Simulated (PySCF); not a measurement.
# Pb(CH3)H3: other functionals and bases at one geometry

The task here is to estimate one member of a computed series from the others.

Method: several levels, as the steps say, no spin–orbit coupling; program: PySCF 2.14.0.

5 further runs of the same task are left out: 2 for a known fault of the program, 2 that didn't finish, 1 set aside as unsound or not needed.

### Starting geometry

8 atoms, charge 0, spin multiplicity 1.

Bond lengths: Pb1–C2 2.260 Å, Pb1–H6 1.780 Å, Pb1–H7 1.780 Å, Pb1–H8 1.780 Å, C2–H3 1.101 Å, C2–H4 1.101 Å, C2–H5 1.101 Å. Angles: C2–Pb1–H6 110.3°, C2–Pb1–H7 110.3°, C2–Pb1–H8 110.3°, H6–Pb1–H7 108.6°, H6–Pb1–H8 108.6°, H7–Pb1–H8 108.6°, Pb1–C2–H3 108.7°, Pb1–C2–H4 108.7°, Pb1–C2–H5 108.7°, H3–C2–H4 110.3°, H3–C2–H5 110.3°, H4–C2–H5 110.3°.

Coordinates:

```csv
atom,x (Å),y (Å),z (Å)
Pb1,-0.10575,-0.10575,-0.10575
C2,1.19912,1.19912,1.19912
H3,1.82826,1.82826,0.55081
H4,0.55081,1.82826,1.82826
H5,1.82826,0.55081,1.82826
H6,-1.14394,-1.14394,0.90026
H7,0.90026,-1.14394,-1.14394
H8,-1.14394,0.90026,-1.14394
```

Formal oxidation states: Pb +4. An earlier session relaxed this geometry at TPSS, Pb def2-SVP with ECP60, C def2-SVP, H def2-SVP (singlet, point group C3v).

At TPSS on the finer grid: E = -234.435780 Eh, HOMO -6.99 eV, LUMO -0.95 eV, Mulliken charge on Pb1 +0.33 e, largest force component 0.004 eV/Å. 

Levels to run: revPBE; TPSSh; BP86; CAM-B3LYP; TPSS, TZVP; TPSS, x2c-SVP. Hardware: 2 threads of Intel Xeon Platinum 8488C (Sapphire Rapids), shared host.

The first run:

The input, run.py (the lines that set the calculation):

```python
mol = gto.M(atom='''
Pb    -0.10575    -0.10575    -0.10575
C      1.19912     1.19912     1.19912
H      1.82826     1.82826     0.55081
H      0.55081     1.82826     1.82826
H      1.82826     0.55081     1.82826
H     -1.14394    -1.14394     0.90026
H      0.90026    -1.14394    -1.14394
H     -1.14394     0.90026    -1.14394''',
    basis={'Pb': 'def2-SVP', 'C': 'def2-SVP', 'H': 'def2-SVP'},
    ecp={'Pb': 'def2-SVP'},
    charge=0, spin=0)
mf = dft.RKS(mol, xc='PBE_R,PBE')
mf.grids.atom_grid = (75, 302)
mf = mf.density_fit()  # fitting sets: Pb def2-universal-JKFIT, C def2-universal-JKFIT, H def2-universal-JKFIT
mf.conv_tol = 1e-08; mf.max_cycle = 55
mf.kernel(dm0)  # dm0: the density of the relaxed state
```

On the command line:

```console
$ OMP_NUM_THREADS=2 python run.py
```

Steps of the session up to this table: revPBE; TPSSh; BP86; CAM-B3LYP; TPSS, TZVP; TPSS, x2c-SVP.

One of the session's tables, all rows but one given; the rest of the session is left out.

```
              level  HOMO (eV)  gap (eV)  charge on Pb1 (e)  dipole (D)  largest force component (eV/Å)
TPSS (relaxed here)      -6.99      6.04               0.33        0.95                            0.00
             revPBE      -6.85      5.85               0.29        0.87                            0.10
              TPSSh      -7.43      6.85               0.35        0.92                            0.06
               BP86      -7.00      5.82               0.27        0.91                            0.10
          CAM-B3LYP      -9.26     10.22               0.32        0.81                            0.17
         TPSS, TZVP          ?         ?                  ?           ?                               ?
      TPSS, x2c-SVP      -7.01      6.03               0.40        0.96                            0.08
```

Q: Estimate the row for TPSS, TZVP from the others.

The run gave: HOMO (eV): -7.01; gap (eV): 5.76; charge on Pb1 (e): 0.42; dipole (D): 0.94; largest force component (eV/Å): 0.19.

In one basis the HOMO–LUMO gap runs from 5.82 eV (BP86) to 10.22 eV (CAM-B3LYP). The largest leftover force, 0.19 eV/Å with TPSS, TZVP, stands at a geometry relaxed at another level. Total energies of different levels can't be compared.
